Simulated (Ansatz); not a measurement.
# HfCdO3: the cost of one run

All numbers are computed with Ansatz 0.2.0, driven from Python. Level of theory: DFT r2SCAN, plane waves, PAW.

**1. Starting point**

HfCdO3 Pm-3m: It takes space group Pm-3m (No. 221, cubic). The conventional cell has a = 4.100 Å, b = 4.100 Å, c = 4.100 Å, α = 90.00°, β = 90.00°, γ = 90.00°. Hf (site symmetry m-3m) is surrounded by 12 O at 2.90 Å. Cd (site symmetry m-3m) has 6 O at 2.05 Å as nearest neighbours. Around O (site symmetry 4/mmm) lie 2 Cd at 2.05 Å and 4 Hf at 2.90 Å.

HfCdSe3 Pm-3m: It takes space group Pm-3m (No. 221, cubic). The conventional cell has a = 4.590 Å, b = 4.590 Å, c = 4.590 Å, α = 90.00°, β = 90.00°, γ = 90.00°. Hf (site symmetry m-3m) has 12 Se at 3.25 Å as nearest neighbours. Cd (site symmetry m-3m) has 6 Se at 2.29 Å as nearest neighbours. Around Se (site symmetry 4/mmm) lie 2 Cd at 2.29 Å and 4 Hf at 3.25 Å.

HfCdTe3 Pm-3m: It takes space group Pm-3m (No. 221, cubic). The conventional cell has a = 4.750 Å, b = 4.750 Å, c = 4.750 Å, α = 90.00°, β = 90.00°, γ = 90.00°. Hf (site symmetry m-3m) has 12 Te at 3.36 Å as nearest neighbours. Around Cd (site symmetry m-3m) lie 6 Te at 2.37 to 2.38 Å. Te (site symmetry 4/mmm) has 2 Cd at 2.38 Å and 4 Hf at 3.36 Å and 8 Te at 3.36 Å as nearest neighbours.

The script holds or builds the structure itself.

**2. The code**

hfcdo3.py

```python
"""A chemical series on the perovskite structure: relaxed cells and their trends."""

import warnings

import ansatz
import numpy as np
from tabulate import tabulate


def perovskite(a_site, b_site, x_site, a):
    return (
        ansatz.Lattice.cubic(a)
        .space_group(221)
        .atom(a_site, (0, 0, 0))
        .atom(b_site, (0.5, 0.5, 0.5))
        .atom(x_site, (0.5, 0.5, 0))
    )


def compute(name, crystal, relax=True):
    calc = (
        crystal.calculation()
        .functional("r2SCAN")
        .basis(450)
        .scf(tolerance=1e-07, extra_bands=12)
        .kpoints(spacing=0.39)
        .occupations("fermi_dirac", width=0.05)
        .stress()
        .band_table()
    )
    if relax:
        calc = calc.relax(force_tolerance=0.01, max_steps=60, cell=True)
    return calc.run()

def bulk_modulus(name, outcome, step=0.02):
    # B = -V dP/dV from the pressures of two uniformly scaled cells, atoms held at their fractions
    pressure = []
    for factor in (1 - step, 1.0, 1 + step):
        cell = ansatz.Crystal(lattice=ansatz.Lattice.of(outcome.lattice.cell_ang * factor ** (1 / 3)))
        for site in outcome.report["lattice"]["sites"]:
            cell = cell.atom(site["symbol"], site["position_frac"])
        pressure.append(np.trace(compute(name, cell, relax=False).report["stress_gpa"]) / 3)
    slope, bend = (pressure[0] - pressure[2]) / (2 * step), abs(pressure[0] + pressure[2] - 2 * pressure[1])
    # a jump of mesh or basis between the cells shows as a kink: no modulus then
    return float(slope) if bend < 12 * step**2 * abs(slope) + 0.15 and abs(pressure[1]) < 1.5 else float("nan")


def volume_per_atom(outcome):
    return abs(np.linalg.det(outcome.lattice.cell_ang)) / len(outcome.lattice.sites)


def gap_ev(outcome):
    # nan where the run reports no band edges: a metal, overlapping bands, or a gap that is small against the smearing
    edges = outcome.report.get("band_edges_ev")
    return edges[1] - edges[0] if edges else float("nan")


def main() -> None:
    # rough a for each member; the cell is relaxed
    warnings.simplefilter("ignore", ansatz.DeckWarning)

    phases = {}
    phases["HfCdO3"] = perovskite("Hf", "Cd", "O", 4.1)
    phases["HfCdSe3"] = perovskite("Hf", "Cd", "Se", 4.59)
    phases["HfCdTe3"] = perovskite("Hf", "Cd", "Te", 4.75)

    done = {}
    for name, crystal in phases.items():
        try:
            done[name] = compute(name, crystal)
        except ansatz.NonConvergedError as error:
            print(name, "did not converge:", str(error)[:120])

    rows = [(name, float(np.linalg.norm(o.lattice.cell_ang[0])), volume_per_atom(o), gap_ev(o), bulk_modulus(name, o)) for name, o in done.items()]
    print(tabulate(rows, headers=["compound", "a (A)", "V (A^3/atom)", "gap on mesh (eV)", "B (GPa)"], floatfmt=".4f", tablefmt="simple"))


if __name__ == "__main__":
    main()
```

**3. The calls as engine input**

The package turns the script's settings into the engine's input (first run):

```yaml
crystal:
  lattice:
    bravais: cubic
    a: 4.1
  space_group: 221
  atoms:
    - { symbol: Hf, position: [0.0, 0.0, 0.0] }
    - { symbol: Cd, position: [0.5, 0.5, 0.5] }
    - { symbol: O, position: [0.5, 0.5, 0.0] }
basis:
  ecutwfc: 450.0
kpoints:
  mp_grid:
    kspacing: 0.39
hamiltonian:
  xc: r2scan
scf:
  n_extra_bands: 12
  convergence:
    dr2_threshold: 1.0e-07
  occupations:
    method: fermi_dirac
    width: 0.05
relax:
  f_tol: 0.01
  max_steps: 60
  cell: {}
output:
  stress: true
  eigenvalues: true
```

**4. The run**

Started as:

```bash
> python hfcdo3.py
```

What time and memory should one allow on 1 thread of Arm Neoverse V1, shared host?

About 4.3 min, with a peak of 0.87 GiB.
